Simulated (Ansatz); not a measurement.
Ba2Tl5V3O12:

```
CELL_PARAMETERS angstrom
6.06147 0.00000 0.00000
-2.48324 5.58450 0.00000
-2.28447 -2.42817 13.72687
ATOMIC_POSITIONS crystal
Ba 0.88251 0.01561 0.47320
Ba 0.57886 0.79688 0.88922
V 0.26936 0.10580 0.98468
V 0.11629 0.55820 0.33914
V 0.60807 0.30696 0.66552
Tl 0.48361 0.28991 0.38373
Tl 0.08311 0.07485 0.74869
Tl 0.77279 0.89398 0.17719
Tl 0.29791 0.66599 0.60107
Tl 0.97201 0.46636 0.04740
O 0.02458 0.05647 0.04354
O 0.16369 0.86975 0.88754
O 0.33585 0.37289 0.93818
O 0.53308 0.10242 0.04892
O 0.42674 0.67762 0.40063
O 0.95197 0.64202 0.41211
O 0.00696 0.24041 0.32565
O 0.08373 0.64865 0.23032
O 0.85890 0.33214 0.61652
O 0.63673 0.58163 0.72390
O 0.56343 0.09920 0.74423
O 0.34984 0.20226 0.56862
```

The cell was built by a generator and needn't be a form met in nature.

Base run:

| Item | Value |
| --- | --- |
| Program | Ansatz 0.2.0 |
| Functional | PBEsol |
| Potentials or basis | Ansatz PAW |
| Cutoff | 420 eV (not typed: the program's choice for these potentials) |
| k mesh | 5 × 5 × 2 |
| Occupations | fermi-dirac, width 0.05 eV |
| Spin | collinear spin, ferromagnetic start |
| Starting moments | [0.0, 0.0, 2.0, 2.0, 2.0, 0.0, 0.0, 0.0, 0.0, 0.0, 0.0, 0.0, 0.0, 0.0, 0.0, 0.0, 0.0, 0.0, 0.0, 0.0, 0.0, 0.0] μB |

Its results: band gap on the k mesh 2.96 eV, indirect (least direct gap 2.97 eV); pressure -3.0 GPa; net moment 0.00 μB per cell; largest force 0.336 eV/Å.

The run is repeated on the same cell with these changes: functional from PBEsol to PBE; potentials or basis from Ansatz PAW to SPMS NC; cutoff from 420 eV (not typed: the program's choice for these potentials) to 1034 eV (not typed: the program's choice for these potentials). What comes out?

Band gap on the k mesh 3.03 eV, indirect (least direct gap 3.04 eV); pressure 0.0 GPa; net moment 0.00 μB per cell; largest force 0.032 eV/Å.

Caveats: spin-orbit coupling is left out, which as a rule narrows the gap of such compounds by several tenths of an eV; the starting moments weren't kept; the k mesh misses the band edges, so the gap on the mesh is wider than the one along the path (some runs); the PAW data sets come from PBE, with cores solved anew for the run's functional, which leaves a small shift of forces and pressure (some runs); odd divisions of the mesh miss points on the zone boundary, where band edges often lie, so the gap on the mesh can be too wide (some runs).
